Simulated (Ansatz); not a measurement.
# SnH₂Cl₂: basis-set convergence

One table from this session's results is given with a row withheld; the runs are named, their logs left out.

Method: one geometry, several basis sets; program: Ansatz 0.2.0, Gaussian basis.

The runs, in order: PBE0-D4/def2-SVP; ωB97M-V/def2-SVP; PBE0-D4/def2-QZVPP; ωB97M-V/def2-QZVPP; the functionals' def2-TZVPP values are taken from earlier runs.

## The relaxed structure

An earlier PBE0-D4 in a triple-zeta def2 set relaxation fixed the geometry. Sn takes the def2 core potential; no spin-orbit term is included.

SMILES `[Cl][SnH2][Cl]`, 5 atoms, charge 0, spin multiplicity 1.

Atoms are counted from 1 here; the program's logs count them from 0.

Bond lengths: Cl1–Sn2 2.316 Å, Sn2–Cl3 2.316 Å, Sn2–H4 1.695 Å, Sn2–H5 1.695 Å. Angles: Cl1–Sn2–Cl3 106.5°, Cl1–Sn2–H4 107.8°, Cl1–Sn2–H5 107.8°, Cl3–Sn2–H4 107.8°, Cl3–Sn2–H5 107.8°, H4–Sn2–H5 118.6°.

Geometry (Å):

```
atom     x (Å)     y (Å)     z (Å)
 Cl1  -1.79527  -0.32618   1.20649
 Sn2   0.19239  -0.10292   0.03860
 Cl3  -0.25042   1.29551  -1.75387
  H4   0.60216  -1.62626  -0.58206
  H5   1.30104   0.68625   1.04945
```

Set-up of the first run:

in.yaml

```yaml
crystal:
  periodic: [false, false, false]
  atoms:
    - {symbol: Cl, position_ang: [-1.795273, -0.326183, 1.206485]}
    - {symbol: Sn, position_ang: [0.192391, -0.102919, 0.038596]}
    - {symbol: Cl, position_ang: [-0.250419, 1.295513, -1.753868]}
    - {symbol: H, position_ang: [0.602165, -1.626263, -0.582063]}
    - {symbol: H, position_ang: [1.301036, 0.686252, 1.049448]}
basis:
  gaussian: {orbitals: def2-SVP}
hamiltonian: {xc: pbe0, dispersion: d4}
output: {orbitals: {seedname: orbitals}}
```

Among the steps run: PBE0-D4 in def2-SVP; ωB97M-V in def2-SVP; PBE0-D4 in def2-QZVPP; ωB97M-V in def2-QZVPP.

One table of the session follows, with a row left open; its other results are not shown here.

It belongs to the step «Functionals by basis». 

```
functional       basis  HOMO (eV)
   PBE0-D4    def2-SVP      -8.77
   PBE0-D4  def2-TZVPP          ?
   PBE0-D4  def2-QZVPP      -8.96
   ωB97M-V    def2-SVP     -10.93
   ωB97M-V  def2-TZVPP     -11.15
   ωB97M-V  def2-QZVPP     -11.19
```

**Question.** Estimate the row for PBE0-D4, def2-TZVPP.

The run gave: HOMO (eV): -8.94. In the column «HOMO (eV)» it lies between PBE0-D4, def2-QZVPP (-8.96) and PBE0-D4, def2-SVP (-8.77).
